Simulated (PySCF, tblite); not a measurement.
# C4H11GeN: geometry, infrared bands and NMR shifts

Wanted: the infrared bands and NMR shifts of C4H11GeN (`[GeH3][NH]C1CCC1`), by calculation.

The runs use tblite 0.8.0 and PySCF 2.14.0, with density-fitted response routines of our own; the level of theory stands in each step. All values are computed, except where a source is named. Atoms count from 0, in the outputs and in this text.

## (1) Starting geometry

17 atoms, charge 0, multiplicity 1; geometry from: force field or distance geometry start.

Bonds of the start (Å): Ge0–N1 1.88, N1–C2 1.43, C2–C3 1.55, C3–C4 1.53, C4–C5 1.54, C5–C2 1.54, Ge0–H6 1.56, Ge0–H7 1.55, Ge0–H8 1.54, N1–H9 1.07, C2–H10 1.08, C3–H11 1.09, C3–H12 1.10, C4–H13 1.09, C4–H14 1.09, C5–H15 1.09, C5–H16 1.09.

## (2) Relaxing the molecule with GFN2-xTB

The job: settings as JSON, then the geometry in Å.

```
{"job": {"kind": "relax", "xc": "GFN2-xTB", "basis": "xTB"}, "charge": 0, "multiplicity": 1}
Ge     2.523700    -0.325300    -0.242900
N      1.029900     0.812400    -0.334900
C     -0.045400     0.136900     0.319000
C     -1.305500     1.035300     0.268400
C     -2.074400    -0.282300     0.226000
C     -0.872000    -0.791800    -0.585400
H      3.832500     0.453800    -0.586500
H      2.685100    -0.830700     1.214000
H      2.297800    -1.439100    -1.276500
H      1.260600     1.678000     0.244700
H      0.152300    -0.272300     1.303900
H     -1.407300     1.591900    -0.661800
H     -1.375800     1.593000     1.215800
H     -2.994800    -0.294200    -0.358700
H     -2.093400    -0.719500     1.228100
H     -0.924500    -0.496100    -1.632800
H     -0.695700    -1.837800    -0.350400
```

Launch:

```sh
OMP_NUM_THREADS=1 python probes_run.py task.json out
```

This one command runs all jobs of the session in turn.

**Question.** This job is followed by: GFN2-xTB harmonic vibrations, gas phase; GIAO PBE0/pcSseg-1 NMR shielding, non-relativistic, gas phase. Predict these results of the whole session: strongest single infrared mode (GFN2-xTB); zero-point energy (GFN2-xTB); 13C shifts against TMS (PBE0/pcSseg-1, means over atoms taken as alike); 1H shifts against TMS (PBE0/pcSseg-1, means over atoms taken as alike); 73Ge shifts against GeMe4 (PBE0/pcSseg-1); 15N shifts against NH3 (PBE0/pcSseg-1); surface potential, 1st and 99th percentile.

**Answer**, as computed:

```
                                                               quantity                                          value
                              strongest single infrared mode (GFN2-xTB)                          2088 cm⁻¹, 469 km/mol
                                           zero-point energy (GFN2-xTB)                                  86.1 kcal/mol
13C shifts against TMS (PBE0/pcSseg-1, means over atoms taken as alike)                           52.0, 30.7, 13.7 ppm
 1H shifts against TMS (PBE0/pcSseg-1, means over atoms taken as alike)  4.21, 3.81, 2.16, 1.91, 1.86, 1.82, -0.08 ppm
                              73Ge shifts against GeMe4 (PBE0/pcSseg-1)                                       -168 ppm
                                 15N shifts against NH3 (PBE0/pcSseg-1)                                       38.7 ppm
                                  surface potential, 1st and 99th percentile                             -1.11 V and 1.29 V
```

Over 121 steps the energy fell by 0.937 eV; of the close pairs, Ge0–N1 changed most, 1.880 to 1.810 Å. All 45 modes are real, so the xTB geometry is a minimum. The strongest single mode, at 2088 cm⁻¹, moves mainly H6 and H8. GFN2-xTB is a fitted tight-binding method: band positions and strengths are rough. Its intensities can rank the bands wrongly. The most deshielded carbon is C2 (sp3 CH bonded to N), at 52.0 ppm: deshielded by the electronegative neighbour. At PBE0/pcSseg-1: The widest tensor belongs to Ge0: span 311 ppm, with a paramagnetic part of -1257 ppm. Spin-orbit coupling is left out, which matters for shieldings and couplings at and beside the heavy atoms.
